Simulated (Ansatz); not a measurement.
# C2H8B2O: the cost of one run

Program: Ansatz 0.2.0, Gaussian basis. Level of theory: functionals in def2-TZVPP, the program's frozen cores in correlated methods. These are calculated values, not measurements.

Levels to be run: PBE-D4, r2SCAN-D4, PBE0-D4, B3LYP-D4, ωB97X-V, ωB97M-V, B2PLYP; CCSD(T)/def2-TZVPP; MP2/def2-QZVPP; extrapolation to the limit.

**1. The geometry**

The geometry comes from an earlier relaxation with PBE0-D4 in a triple-zeta def2 set; it is a stationary point, not always the lowest conformer.

SMILES `BB(C)OC`, 13 atoms, charge 0, spin multiplicity 1.

Atoms are counted from 1 here; the program's logs count them from 0.

Bond lengths: B1–B2 1.685 Å, B1–H6 1.201 Å, B1–H7 1.201 Å, B2–C3 1.577 Å, B2–O4 1.357 Å, C3–H8 1.097 Å, C3–H9 1.093 Å, C3–H10 1.094 Å, O4–C5 1.408 Å, C5–H11 1.093 Å, C5–H12 1.092 Å, C5–H13 1.097 Å. Angles: B2–B1–H6 122.6°, B2–B1–H7 122.1°, H6–B1–H7 115.1°, B1–B2–C3 119.2°, B1–B2–O4 124.4°, C3–B2–O4 116.4°, B2–C3–H8 108.9°, B2–C3–H9 111.7°, B2–C3–H10 113.2°, H8–C3–H9 107.7°, H8–C3–H10 106.1°, H9–C3–H10 108.9°, B2–O4–C5 121.7°, O4–C5–H11 109.6°, O4–C5–H12 109.2°, O4–C5–H13 112.0°, H11–C5–H12 108.7°, H11–C5–H13 108.7° and more.

Geometry (Å):

```xyz
13
charge 0, multiplicity 1
B     0.41627    1.54402    0.19889
B     0.13466   -0.10735    0.38074
C     0.61929   -0.83059    1.69505
O    -0.47935   -0.88711   -0.54529
C    -0.91978   -0.36508   -1.77688
H     1.45445    1.98102   -0.21723
H    -0.37700    2.37055    0.55991
H     1.69936   -1.00948    1.62545
H     0.12959   -1.79894    1.82698
H     0.46869   -0.23175    2.59785
H    -0.35466   -0.82402   -2.59165
H    -1.97829   -0.59970   -1.90886
H    -0.79263    0.72362   -1.83017
```

**2. PBE-D4 (GGA)**

Contents of in.yaml:

```yaml
crystal:
  periodic: [false, false, false]
  atoms:
    - {symbol: B, position_ang: [0.416270, 1.544023, 0.198893]}
    - {symbol: B, position_ang: [0.134658, -0.107352, 0.380741]}
    - {symbol: C, position_ang: [0.619291, -0.830589, 1.695053]}
    - {symbol: O, position_ang: [-0.479353, -0.887113, -0.545291]}
    - {symbol: C, position_ang: [-0.919779, -0.365078, -1.776877]}
    - {symbol: H, position_ang: [1.454450, 1.981024, -0.217233]}
    - {symbol: H, position_ang: [-0.377001, 2.370549, 0.559913]}
    - {symbol: H, position_ang: [1.699364, -1.009480, 1.625454]}
    - {symbol: H, position_ang: [0.129593, -1.798937, 1.826978]}
    - {symbol: H, position_ang: [0.468691, -0.231753, 2.597852]}
    - {symbol: H, position_ang: [-0.354663, -0.824021, -2.591653]}
    - {symbol: H, position_ang: [-1.978289, -0.599697, -1.908859]}
    - {symbol: H, position_ang: [-0.792634, 0.723624, -1.830173]}
basis:
  gaussian: {orbitals: def2-TZVPP}
hamiltonian: {xc: pbe, dispersion: d4}
output: {forces: true, orbitals: {seedname: orbitals}}
```

Launch:

```console
$ ansatz run in.yaml --threads 4 --pin off --events-out ev --progress --plain --max-ram 10444MiB
```

**Question.** How long does this run take on 4 threads of Arm Neoverse N1, shared host, and how much memory does it need?

About 4.2 s, with a peak of 0.32 GiB.
